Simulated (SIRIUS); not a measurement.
## MoS2 under changes of volume

One of the cells (51.749 Å³/atom); the others are scaled copies at fixed shape and fractional positions:

```
Mo S
1.0
     3.20521    0.00000    0.00000
    -1.60261    2.77580    0.00000
     0.00000    0.00000   17.44940
Mo S
1 2
Direct
  0.00000 0.00000 0.00000
  0.33333 0.66667 0.91051
  0.33333 0.66667 0.08949
```

| Property | Result |
| --- | --- |
| Program | SIRIUS 7.12.0 |
| Functional | PBEsol |
| Potentials or basis | all-electron FP-LAPW |
| Cutoff | 200 eV |
| Basis | apw+lo standard |
| k mesh | 10 × 10 × 2 |
| Occupations | fermi-dirac, width 0.05 eV |
| Spin | no spin polarisation |

```csv
volume (Å³/atom),energy over the lowest point (meV/atom),gap on the mesh (eV)
47.690,?,?
48.705,3.00,1.84
49.720,0.00,1.79
51.749,14.37,1.68
52.764,30.43,1.63
53.779,51.43,1.58
```

Q: What does the run at 47.690 Å³/atom give?

A: Energy over the lowest point 13.84 meV/atom; gap on the mesh 1.90 eV.

Worked out: A Birch-Murnaghan fit of order 3 (a polynomial in V^(-2/3)) to the other rows has its minimum at 49.63 Å³/atom with B0 = V·E''(V) = 55 GPa and B' = 4.5 at fixed shape and positions, which overstates the stiffness. It gives 13.95 meV/atom at 47.690 Å³/atom, against the run's 13.84. A straight line through the other rows of the gap, of slope -2.64 eV per unit of ln V, extrapolates to 1.90 eV, against the run's 1.90.

Energies are extrapolated to zero smearing.

A mesh can miss the band edges. Spin-orbit coupling on Mo is left out.
